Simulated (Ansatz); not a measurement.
# C3H9GeN: one species, many methods

How much do the methods differ for C3H9GeN? The plan is to run it at one geometry with functionals of several rungs and with coupled cluster, and see how far each lands from CCSD(T) at the basis-set limit for the atomisation energy.

Method: functionals in def2-TZVPP, the program's frozen cores in correlated methods; program: Ansatz 0.2.0, Gaussian basis.

Plan: LDA (SPW92), PBE-D4, revPBE-D4, BLYP-D4, r2SCAN-D4, B97M-V, PBE0-D4, B3LYP-D4, r2SCANh-D4, r2SCAN0-D4, HSE06-D4, BHLYP-D4, CAM-B3LYP-D4, LC-ωPBE, ωB97X-V, ωB97M-V, B2PLYP, PBE-QIDH; CCSD(T)/def2-SVP; CCSD(T)/def2-TZVPP; MP2/def2-QZVPP; extrapolation to the limit; RPA on PBE.

## 1. The geometry

An earlier PBE0-D4 in a triple-zeta def2 set relaxation fixed the geometry.

14 atoms, charge 0, spin multiplicity 1.

Atoms are counted from 1 here; the program's logs count them from 0.

Bond lengths: C1–C2 1.338 Å, C1–H6 1.081 Å, C1–H7 1.082 Å, C2–N3 1.375 Å, C2–H8 1.088 Å, N3–C4 1.441 Å, N3–Ge5 1.844 Å, C4–H9 1.099 Å, C4–H10 1.092 Å, C4–H11 1.096 Å, Ge5–H12 1.543 Å, Ge5–H13 1.536 Å, Ge5–H14 1.534 Å. Angles: C2–C1–H6 119.4°, C2–C1–H7 123.1°, H6–C1–H7 117.6°, C1–C2–N3 127.1°, C1–C2–H8 119.1°, N3–C2–H8 113.8°, C2–N3–C4 117.5°, C2–N3–Ge5 120.5°, C4–N3–Ge5 119.7°, N3–C4–H9 112.2°, N3–C4–H10 110.2°, N3–C4–H11 110.3°, H9–C4–H10 108.4°, H9–C4–H11 107.7°, H10–C4–H11 108.0°, N3–Ge5–H12 111.5°, N3–Ge5–H13 106.9°, N3–Ge5–H14 106.5° and more.

## 2. LDA

This LDA is Slater exchange with PW92 correlation.

in.yaml reads:

```yaml
crystal:
  periodic: [false, false, false]
  atoms:
    - {symbol: C, position_ang: [-1.626181, 1.444449, -0.305871]}
    - {symbol: C, position_ang: [-1.044160, 0.259257, -0.521977]}
    - {symbol: N, position_ang: [0.216205, -0.128953, -0.133608]}
    - {symbol: C, position_ang: [1.007942, 0.822789, 0.603921]}
    - {symbol: Ge, position_ang: [0.680260, -1.913368, -0.114688]}
    - {symbol: H, position_ang: [-2.613540, 1.630944, -0.704010]}
    - {symbol: H, position_ang: [-1.151059, 2.242861, 0.248488]}
    - {symbol: H, position_ang: [-1.585784, -0.501201, -1.079860]}
    - {symbol: H, position_ang: [0.554445, 1.080153, 1.570814]}
    - {symbol: H, position_ang: [2.005623, 0.420310, 0.788505]}
    - {symbol: H, position_ang: [1.118179, 1.750093, 0.030365]}
    - {symbol: H, position_ang: [0.373645, -2.564232, 1.250554]}
    - {symbol: H, position_ang: [2.191185, -1.983567, -0.382774]}
    - {symbol: H, position_ang: [-0.139759, -2.588834, -1.221061]}
basis:
  gaussian: {orbitals: def2-TZVPP}
hamiltonian: {xc: lda}
output: {orbitals: {seedname: orbitals}}
```

Started as:

```bash
> ansatz run in.yaml --threads 4 --pin off --events-out ev --progress --plain --max-ram 11315MiB
```

The runs that follow: PBE-D4 (GGA); revPBE-D4 (GGA); BLYP-D4 (GGA); r2SCAN-D4 (meta-GGA); B97M-V (meta-GGA); PBE0-D4 (hybrid); B3LYP-D4 (hybrid); r2SCANh-D4 (hybrid); r2SCAN0-D4 (hybrid); HSE06-D4 (hybrid); BHLYP-D4 (hybrid); CAM-B3LYP-D4 (range-separated); LC-ωPBE (range-separated); ωB97X-V (range-separated); ωB97M-V (range-separated); B2PLYP (double hybrid); PBE-QIDH (double hybrid); CCSD(T) in def2-SVP; CCSD(T) in def2-TZVPP; MP2 in def2-QZVPP; RPA on PBE orbitals.

**Question.** What will the summary of the whole plan be? Wanted: atomisation energy, CCSD(T)/CBS; farthest beyond LDA; mean size of error, GGA; mean size of error, meta-GGA; mean size of error, hybrid; mean size of error, range-separated; mean size of error, double hybrid; gap, smallest and largest; T1 diagnostic.

As calculated:

```
                               quantity                                                                                                                                      value
        atomisation energy, CCSD(T)/CBS                                                                                                                                  52.494 eV
    functionals within 0.525 eV (1.0 %)  revPBE-D4, BLYP-D4, r2SCAN-D4, B97M-V, PBE0-D4, B3LYP-D4, r2SCANh-D4, HSE06-D4, CAM-B3LYP-D4, LC-ωPBE, ωB97X-V, ωB97M-V, B2PLYP, PBE-QIDH
                    farthest beyond LDA                                                                                                                       BHLYP-D4 (-1.264 eV)
                mean size of error, GGA                                                                                                                                   0.406 eV
           mean size of error, meta-GGA                                                                                                                                   0.126 eV
             mean size of error, hybrid                                                                                                                                   0.427 eV
    mean size of error, range-separated                                                                                                                                   0.186 eV
      mean size of error, double hybrid                                                                                                                                   0.408 eV
              gap, smallest and largest                                                                                                  4.13 eV (LDA (SPW92)), 10.94 eV (LC-ωPBE)
                          T1 diagnostic                                                                                                                                     0.0119
triples share of the correlation energy                                                                                                                                      4.0 %
```

In words: LDA overbinds by 7.522 eV (14 %). PBE-D4 misses by +0.949 eV. Double hybrids carry the basis error of their MP2 part in triple zeta, and no dispersion term here, so their miss is partly the set-up's. The rungs meta-GGA, range-separated, GGA, double hybrid, hybrid miss on average by less than the doubt on the reference (0.525 eV), so they tie. Misses under about 0.525 eV are within the doubt on the reference itself, which lacks core-valence correlation, relativity and higher excitations, and its outer-core shells are covered unevenly. Hartree-Fock recovers 72 % of the binding; the rest is correlation. CCSD(T) in def2-SVP is off by -2.549 eV, more than most functionals: a good method in a small basis is no reference. The gap grows from 4.1 to 10.9 eV across the functionals, mostly with the share of exact exchange. Correlated methods include outer-core shells of Ge, which these sets cover unevenly.
